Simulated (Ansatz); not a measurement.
# Pt (fcc type): the cost of one run

Method: DFT r²SCAN, with the methods named in each step, in Ansatz 0.2.0.

## 1. Starting point

Symmetry: Fm-3m, No. 225, cubic system. The conventional cell has a = 3.923 Å, b = 3.923 Å, c = 3.923 Å, α = 90.00°, β = 90.00°, γ = 90.00°. Around Pt (site symmetry m-3m) lie 12 Pt at 2.77 Å.

As a file:

```cif
data_structure
_symmetry_space_group_name_H-M 'Fm-3m'
_symmetry_Int_Tables_number 225
_cell_length_a 3.9227
_cell_length_b 3.9227
_cell_length_c 3.9227
_cell_angle_alpha 90.000
_cell_angle_beta 90.000
_cell_angle_gamma 90.000
_cell_volume 60.36
loop_
_atom_site_label
_atom_site_type_symbol
_atom_site_symmetry_multiplicity
_atom_site_Wyckoff_symbol
_atom_site_fract_x
_atom_site_fract_y
_atom_site_fract_z
_atom_site_occupancy
Pt1 Pt 4 a 0.00000 0.00000 0.00000 1
```

The file gives the conventional cell by its symmetry; the runs use the cell typed in the input.

Whether this phase is the stable one at these pressures isn't tested.

## 2. Cell relaxed at zero pressure, PAW

File input.yaml:

```yaml
crystal:
  lattice:
    - [0.0, 1.9613408845, 1.9613408845]
    - [1.9613408845, 0.0, 1.9613408845]
    - [1.9613408845, 1.9613408845, 0.0]
  atoms:
    - { symbol: Pt, position: [0.0, 0.0, 0.0] }
kpoints:
  mp_grid: { grid: [17, 17, 17] }
scf:
  occupations: { method: fermi_dirac, width: 0.08 }
hamiltonian:
  xc: r2scan
  pseudopotentials: { kind: paw }
output:
  forces: true
  stress: true
relax:
  f_tol: 0.005
  max_steps: 40
  cell: {}
```

Run with:

```console
> ansatz run input.yaml --threads 1 --pin off --max-ram 2048MiB --backend cpu --events-out ev --progress --plain --runs-dir out
```

Q: Estimate wall time and peak memory on 1 thread of Intel Xeon 6975P-C (Granite Rapids), shared host.

About 9.3 s, with a peak of 0.41 GiB.
